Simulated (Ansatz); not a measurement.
Crystal: GaF.

```
Ga F
1.0
     3.16592    0.00000    0.00000
     0.00000    3.16592    0.00000
     0.00000    0.00000    3.16592
Ga F
1 1
Direct
  0.00000 0.00000 0.00000
  0.50000 0.50000 0.50000
```

The cell was built by a generator and needn't be a form met in nature.

```yaml
Program: Ansatz 0.2.0
Task: relaxation of cell and atoms
Functional: B3LYP
Potentials_or_basis: Ansatz PAW
Cutoff: "420 eV (not typed: the program's choice for these potentials)"
k_mesh: 4 × 4 × 4
Occupations: fermi-dirac, width 0.05 eV
Spin: no spin polarisation
```

At the start: volume 15.87 Å³/atom.

Task: Where does the relaxation end?

Result: It ends after 6 steps and the volume is 16.84 Å³/atom (+6.2 %); space group Pm-3m (No. 221, to 0.05 Å).

The path:
```
step  energy change (eV)  largest force (eV/Å)  volume (Å³)
   1              0.0000                0.0000        31.73
   2             -0.0086                0.0000        34.04
   3             -0.0110                0.0000        33.50
   4             -0.0163                0.0000        33.50
   5             -0.0161                0.0000        33.69
   6             -0.0166                0.0000        33.69
```

Final structure:
```
Ga F
1.0
     3.22973    0.00000    0.00000
     0.00000    3.22973    0.00000
     0.00000    0.00000    3.22973
Ga F
1 1
Direct
  0.00000 0.00000 0.00000
  0.50000 0.50000 0.50000
```

Caveat: the k mesh is coarse (spacing up to 0.50 Å⁻¹), so the values aren't converged, least of all with exact exchange; the plane-wave basis is chosen anew once the cell has moved, so the energies of steps on either side of that aren't comparable; the PAW data sets come from PBE, with cores solved anew for the run's functional, which leaves a small shift of forces and pressure.
